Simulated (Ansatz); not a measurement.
# CH4O2SSi: one species, many methods

The task here is to estimate one member of a computed series from the others.

Program: Ansatz 0.2.0, Gaussian basis. Level of theory: functionals in def2-TZVPP, the program's frozen cores in correlated methods. These are calculated values, not measurements.

Plan: PBE-D4, r2SCAN-D4, PBE0-D4, B3LYP-D4, ωB97X-V, ωB97M-V, B2PLYP; CCSD(T)/def2-TZVPP; MP2/def2-QZVPP; extrapolation to the limit.

## The geometry

An earlier PBE0-D4 in a triple-zeta def2 set relaxation fixed the geometry.

SMILES `O[C@@H]1S[Si@@H]1O`, 9 atoms, charge 0, spin multiplicity 1.

Atoms are counted from 1 here; the program's logs count them from 0.

Bond lengths: O1–C2 1.384 Å, O1–H6 0.963 Å, C2–S3 1.915 Å, C2–Si4 1.840 Å, C2–H7 1.088 Å, S3–Si4 2.079 Å, Si4–O5 1.629 Å, Si4–H8 1.471 Å, O5–H9 0.961 Å. Angles: C2–O1–H6 109.4°, O1–C2–S3 116.1°, O1–C2–Si4 116.3°, O1–C2–H7 114.7°, S3–C2–Si4 67.2°, S3–C2–H7 109.0°, Si4–C2–H7 123.7°, C2–S3–Si4 54.7°, C2–Si4–S3 58.1°, C2–Si4–O5 119.0°, C2–Si4–H8 123.8°, S3–Si4–O5 122.3°, S3–Si4–H8 120.3°, O5–Si4–H8 107.0°, Si4–O5–H9 115.8°.

Set-up of the first run:

Contents of in.yaml:

```yaml
crystal:
  periodic: [false, false, false]
  atoms:
    - {symbol: O, position_ang: [0.669233, 1.504152, -0.233967]}
    - {symbol: C, position_ang: [0.774265, 0.149696, -0.499510]}
    - {symbol: S, position_ang: [-0.590395, -0.597709, -1.615688]}
    - {symbol: Si, position_ang: [-0.376565, -0.952526, 0.421345]}
    - {symbol: O, position_ang: [-1.377314, -0.301087, 1.529200]}
    - {symbol: H, position_ang: [0.901852, 2.003746, -1.023454]}
    - {symbol: H, position_ang: [1.747982, -0.166574, -0.869210]}
    - {symbol: H, position_ang: [-0.013779, -2.293276, 0.906565]}
    - {symbol: H, position_ang: [-1.646778, 0.607179, 1.367619]}
basis:
  gaussian: {orbitals: def2-TZVPP}
hamiltonian: {xc: pbe, dispersion: d4}
output: {forces: true, orbitals: {seedname: orbitals}}
```

Launch:

```sh
$ ansatz run in.yaml --threads 4 --pin off --events-out ev --progress --plain --max-ram 10444MiB
```

Among the steps run: PBE-D4 (GGA); r2SCAN-D4 (meta-GGA); PBE0-D4 (hybrid); B3LYP-D4 (hybrid); ωB97X-V (range-separated); ωB97M-V (range-separated); B2PLYP (double hybrid); CCSD(T) in def2-TZVPP; MP2 in def2-QZVPP.

One of the session's tables, all rows but one given; the rest of the session is left out.

| method | atomisation energy (kcal/mol) |
| --- | --- |
| PBE-D4 | 818.5 |
| r2SCAN-D4 | 801.8 |
| PBE0-D4 | 795.9 |
| B3LYP-D4 | ? |
| ωB97X-V | 800.1 |
| ωB97M-V | 801.0 |
| B2PLYP | 784.1 |
| HF/def2-TZVPP | 536.9 |
| MP2/def2-TZVPP | 795.4 |
| CCSD/def2-TZVPP | 754.0 |
| CCSD(T)/def2-TZVPP | 770.9 |
| MP2/CBS | 823.6 |
| CCSD(T)/CBS | 799.1 |

**Question.** Estimate the row for B3LYP-D4.

The run gave: atomisation energy (kcal/mol): 790.8. In the column «atomisation energy (kcal/mol)» it lies between B2PLYP (784.1) and MP2/def2-TZVPP (795.4).
